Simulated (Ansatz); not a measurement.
# HfB under changes of volume

One of the cells (12.326 Å³/atom); the others are scaled copies at fixed shape and fractional positions:

```xyz
2
Lattice="0.0000 2.3100 2.3100 2.3100 0.0000 2.3100 2.3100 2.3100 0.0000" Properties=species:S:1:pos:R:3 pbc="T T T"
Hf    2.3100    2.3100    2.3100
B     0.0000    0.0000    0.0000
```

| Quantity | Value |
| --- | --- |
| Program | Ansatz 0.2.0 |
| Functional | PBE |
| Potentials or basis | all-electron LAPW, scalar-relativistic |
| Cutoff | 307 eV (chosen from the basis error) |
| Basis error allowed | 0.0005 eV/atom |
| k mesh | 10 × 10 × 10 |
| Occupations | fermi-dirac, width 0.05 eV |
| Spin | no spin polarisation |

```csv
volume (Å³/atom),energy over the lowest point (meV/atom),pressure (GPa)
11.587,?,?
11.833,209.80,41.6
12.080,150.96,35.3
12.326,101.31,29.6
12.573,60.07,24.4
12.819,26.51,19.6
13.066,0.00,15.2
```

Question: What does the run at 11.587 Å³/atom give?

Answer: Energy over the lowest point 278.70 meV/atom; pressure 48.4 GPa.

Worked out: A Birch-Murnaghan fit of order 3 (a polynomial in V^(-2/3)) to the other rows has no minimum within the range. It gives 278.37 meV/atom at 11.587 Å³/atom, against the run's 278.70, and -dE/dV = 48.1 GPa, against 48.4.

Energies are extrapolated to zero smearing.
